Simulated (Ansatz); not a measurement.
# BFH3NO: the cost of one run

Program: Ansatz 0.2.0, Gaussian basis. Level of theory: BLYP-D4/def2-SVP. These are calculated values, not measurements.

### Step 1. The system as given

The start, a first-order saddle point found at PBE0-D4 in triple zeta: 7 atoms, charge 0, spin multiplicity 1.

Atoms are counted from 1 here; the program's logs count them from 0.

Bond lengths: B1–O2 1.574 Å, B1–N3 1.334 Å, B1–F5 1.324 Å, O2–H4 1.084 Å, O2–H6 0.965 Å, N3–H7 1.004 Å. Angles: O2–B1–N3 99.5°, O2–B1–F5 114.4°, N3–B1–F5 146.0°, B1–O2–H4 75.7°, B1–O2–H6 115.7°, H4–O2–H6 113.2°, B1–N3–H7 128.5°.

Coordinates:

```csv
atom,x (Å),y (Å),z (Å)
B1,-0.5510,0.1632,0.0923
O2,0.3220,-1.1330,0.2765
N3,0.2382,0.8449,-0.7390
H4,0.9227,-0.4929,-0.3590
F5,-1.6892,0.1575,0.7688
H6,0.7004,-1.2608,1.1549
H7,0.0568,1.7211,-1.1946
```

### Step 2. Dynamics

Contents of md/in.yaml:

```yaml
crystal:
  periodic: [false, false, false]
  atoms:
    - {symbol: B, position_ang: [-0.551024, 0.163161, 0.092338]}
    - {symbol: O, position_ang: [0.321951, -1.133032, 0.276496]}
    - {symbol: N, position_ang: [0.238234, 0.844921, -0.738969]}
    - {symbol: H, position_ang: [0.922655, -0.492917, -0.358988]}
    - {symbol: F, position_ang: [-1.689196, 0.157522, 0.768776]}
    - {symbol: H, position_ang: [0.700442, -1.260799, 1.154899]}
    - {symbol: H, position_ang: [0.056839, 1.721143, -1.194551]}
basis:
  gaussian: {orbitals: def2-SVP}
hamiltonian: {xc: {name: BLYP}, dispersion: d4}
md: {n_steps: 60, timestep: 0.75, temperature: 300, ensemble: nvt_nose_hoover, seed: 750, initial_velocities: maxwell_boltzmann}
```

Command:

```bash
ansatz run in.yaml --threads 2 --pin off --events-out ev --progress --plain --max-ram 4352MiB
```

**Question.** How long does this run take on 2 threads of Intel Xeon Platinum 8488C, shared host?

About 40 s.
